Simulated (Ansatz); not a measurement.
# BF2HO: the cost of one run

Method: PBE0-D4/def2-TZVP structures, single points in def2-TZVPP, no counterpoise correction; program: Ansatz 0.2.0, Gaussian basis.

Levels: SPW92, PBE-D4, BLYP-D4, r2SCAN-D4, B97M-V, PBE0-D4, B3LYP-D4, r2SCAN0-D4, BHLYP-D4, CAM-B3LYP-D4, wB97X-V, wB97M-V, B2PLYP, PBE-QIDH, RPA on PBE, Hartree-Fock, MP2, CCSD, CCSD(T).

Cores are frozen in the correlated methods. B3LYP uses VWN-RPA correlation. B2PLYP carries no dispersion term here.

113 further runs of the same task are left out: 113 set aside as unsound or not needed. Runs told in other sessions of the task aren't counted.

## Step 1: The starting structure

The complex: 9 atoms, charge 0, spin multiplicity 1.

Atoms are counted from 1 here; the program's logs count them from 0.

Bond lengths: B1–O2 1.372 Å, B1–F3 1.316 Å, B1–F4 1.310 Å, O2–H9 0.962 Å, H5–F6 0.939 Å, H7–F8 0.949 Å. Angles: O2–B1–F3 120.8°, O2–B1–F4 118.1°, F3–B1–F4 120.8°, B1–O2–H9 112.7°.

Geometry (Å):

```csv
atom,x (Å),y (Å),z (Å)
B1,0.0844,-1.2032,0.0768
O2,0.8047,-0.3397,-0.7099
F3,-0.7856,-2.0340,-0.4574
F4,0.3851,-1.2733,1.3503
H5,-0.9461,1.3509,0.6002
F6,-1.5758,0.6568,0.5438
H7,0.8942,1.2003,-0.0858
F8,0.6027,2.0097,0.3150
H9,0.5365,-0.3675,-1.6333
```

Its parts: BF2HO holds atoms 1, 2, 3, 4, 9; HF holds atoms 5, 6; HF holds atoms 7, 8. Each part counts its atoms afresh in its own runs.

## Step 2: Relaxing BF2HO alone

Input file relax-a/in.yaml:

```yaml
crystal:
  periodic: [false, false, false]
  atoms:
    - {symbol: B, position_ang: [0.084390, -1.203237, 0.076831]}
    - {symbol: O, position_ang: [0.804722, -0.339654, -0.709891]}
    - {symbol: F, position_ang: [-0.785580, -2.034005, -0.457428]}
    - {symbol: F, position_ang: [0.385053, -1.273319, 1.350325]}
    - {symbol: H, position_ang: [0.536460, -0.367485, -1.633262]}
basis:
  gaussian: {orbitals: def2-TZVP}
hamiltonian: {xc: pbe0, dispersion: d4}
relax: {f_tol: 0.005, max_steps: 200}
```

Launch:

```
ansatz run in.yaml --threads 8 --pin off --events-out ev --progress --plain --max-ram 19148MiB
```

**Question.** How long does this run take on 8 threads of Intel Xeon 6975P-C, shared host?

About 2.2 s.
